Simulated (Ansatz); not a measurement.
# BClFHO: the cost of one run

Program: Ansatz 0.2.0. Level of theory: RKS PBE0-D4/def2-SVP. These are calculated values, not measurements.

### Step 1. Reference run: BClFHO, relaxed

input.yaml

```yaml
crystal:
  periodic: [false, false, false]
  atoms:
    - { symbol: B, position_ang: [-0.310366, 0.18362, -0.208462] }
    - { symbol: F, position_ang: [1.249498, 0.022869, 0.40701] }
    - { symbol: O, position_ang: [-0.746539, -0.930194, 0.275603] }
    - { symbol: H, position_ang: [0.471295, -0.86779, 0.649983] }
    - { symbol: Cl, position_ang: [-0.663888, 1.591495, -1.124134] }
basis:
  gaussian: { orbitals: def2-SVP }
hamiltonian:
  xc: pbe0
  dispersion: d4
output:
  forces: true
relax:
  f_tol: 0.02
  max_steps: 120
  constraints: [{ distance: [1, 3] }, { distance: [0, 1] }, { distance: [2, 3] }]
  escape_saddle: false
```

Launch:

```
$ ansatz run input.yaml --threads 1 --pin off --max-ram 2560MiB --backend cpu --events-out ev --progress --plain --runs-dir out
```

What time and memory should one allow on 1 thread of Intel Xeon 6975P-C (Granite Rapids), shared host?

About 6.4 s, with a peak of 0.16 GiB.
